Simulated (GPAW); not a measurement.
HfIn4SiO6:

```
Hf In Si O
1.0
     5.69867    0.00381    0.01559
    -0.70506    6.10815   -0.00575
    -2.73718   -1.39557    6.63076
Hf In Si O
1 4 1 6
Direct
  0.11793 0.01556 0.13292
  0.38842 0.99901 0.72891
  0.75865 0.00842 0.49586
  0.23461 0.48841 0.53300
  0.59649 0.48211 0.20528
  0.86778 0.44029 0.85544
  0.55316 0.38738 0.79290
  0.93454 0.38483 0.65596
  0.98414 0.26218 0.00347
  0.99083 0.69806 0.98452
  0.08665 0.06493 0.39374
  0.48680 0.10883 0.21799
```

The cell was built by a generator and needn't be a form met in nature.

Base run:

- Program: GPAW 26.7.0
- Functional: PBE
- Potentials or basis: GPAW PAW data sets (gpaw-data 1.2.1)
- Cutoff: 800 eV
- Basis: pw
- k mesh: 4 × 3 × 3
- Occupations: fermi-dirac, width 0.05 eV
- Spin: no spin polarisation

Its results: band gap on the k mesh 0.88 eV, indirect (least direct gap 1.15 eV); pressure 0.6 GPa; largest force 0.374 eV/Å.

Problem. The run is repeated on the same cell with these changes: functional from PBE to PBEsol; potentials or basis from GPAW PAW data sets (gpaw-data 1.2.1) to PAW data sets generated in the run's folder for this functional. What comes out?

Solution. Band gap on the k mesh 0.83 eV, indirect (least direct gap 1.12 eV); pressure -2.6 GPa; largest force 0.420 eV/Å.

Caveats: spin-orbit coupling is left out, which moves the levels of the heavy elements; an odd mesh through Γ misses points on the zone boundary, where band edges often lie (some runs).
